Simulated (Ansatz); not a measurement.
**Mg: stress in a strained cell**

Aim: deform Mg (equal xy, yz and zx engineering shear strains of -2 %) and compute stress, forces and field gradients with LAPW, PAW and all-electron datasets made for the crystal.

Method: DFT PBEsol, scalar-relativistic, in Ansatz 0.2.0.

## (1) The structure to begin with

The structure is cubic, space group Im-3m (No. 229). The conventional cell has a = 2.953 Å, b = 2.953 Å, c = 2.953 Å, α = 90.00°, β = 90.00°, γ = 90.00°. Mg (site symmetry m-3m) has 8 Mg at 2.56 Å as nearest neighbours.

Coordinates:

```
Mg
1.0
    -1.47650    1.47650    1.47650
     1.47650   -1.47650    1.47650
     1.47650    1.47650   -1.47650
Mg
1
Cartesian
  0.0000 0.0000 0.0000
```

## (2) After the deformation

Space group Im-3m before, R-3m after.

## (3) LAPW, all electrons

Input file input.yaml:

```yaml
crystal:
  lattice:
    - [-1.50603, 1.4765, 1.4765]
    - [1.4765, -1.50603, 1.4765]
    - [1.4765, 1.4765, -1.50603]
  atoms:
    - { symbol: Mg, position: [0.0, 0.0, 0.0] }
kpoints:
  mp_grid: { grid: [16, 16, 16] }
  band_path:
    path:
      - [0.0, 0.0, 0.0]
      - [0.0, 0.0, 0.5]
      - [-0.5, 0.5, 0.5]
      - [-0.7548769728, 0.2451230272, 0.2451230272]
      - [0.2451230272, 0.2451230272, 0.2451230272]
      - [0.0, 0.0, 0.0]
      - [-0.5, 0.0, 0.5]
    npoints: 5
scf:
  occupations: { method: fermi_dirac, width: 0.05 }
hamiltonian:
  xc: pbesol
  pseudopotentials: { kind: all_electron, lapw: { basis_error: 0.00025 } }
output:
  forces: true
  stress: true
  eigenvalues: true
```

Launch:

```console
$ ansatz run input.yaml --threads 1 --pin off --max-ram 3072MiB --backend cpu --events-out ev --progress --plain --runs-dir out
```

## (4) PAW on the default files

Input file input.yaml:

```yaml
crystal:
  lattice:
    - [-1.50603, 1.4765, 1.4765]
    - [1.4765, -1.50603, 1.4765]
    - [1.4765, 1.4765, -1.50603]
  atoms:
    - { symbol: Mg, position: [0.0, 0.0, 0.0] }
kpoints:
  mp_grid: { grid: [16, 16, 16] }
scf:
  occupations: { method: fermi_dirac, width: 0.05 }
hamiltonian:
  xc: pbesol
  pseudopotentials: { kind: paw }
output:
  forces: true
  stress: true
  eigenvalues: true
  efg: { contact_densities: true }
  write_density: true
  write_potential: true
  elf: true
  volumetric_format: npy
```

## (5) Datasets made for this crystal

input.yaml: that of step 4 with these lines changed.

```diff
@@ -13,3 +13,3 @@
   xc: pbesol
-  pseudopotentials: { kind: paw }
+  pseudopotentials: { kind: all_electron, datasets: crystal }
 output:
@@ -19,5 +19 @@
   efg: { contact_densities: true }
-  write_density: true
-  write_potential: true
-  elf: true
-  volumetric_format: npy
```

(Steps that only read results are left out.)

Before running it: what results should come out? Wanted: pressure; largest shear or deviatoric stress.

As calculated:

```
                                 quantity                                              value
                                 pressure  LAPW 60.22, PAW 60.22, crystal datasets 60.22 GPa
largest shear or deviatoric stress (LAPW)                                           2.55 GPa
```

In words: The largest part of the stress beyond the pressure is 2.55 GPa in size. No run of the undeformed cell stands beside it, so the pressure holds what the given cell had before the change. PAW: stress within 0.01 GPa of LAPW. Crystal datasets: stress within 0.01 GPa of LAPW.
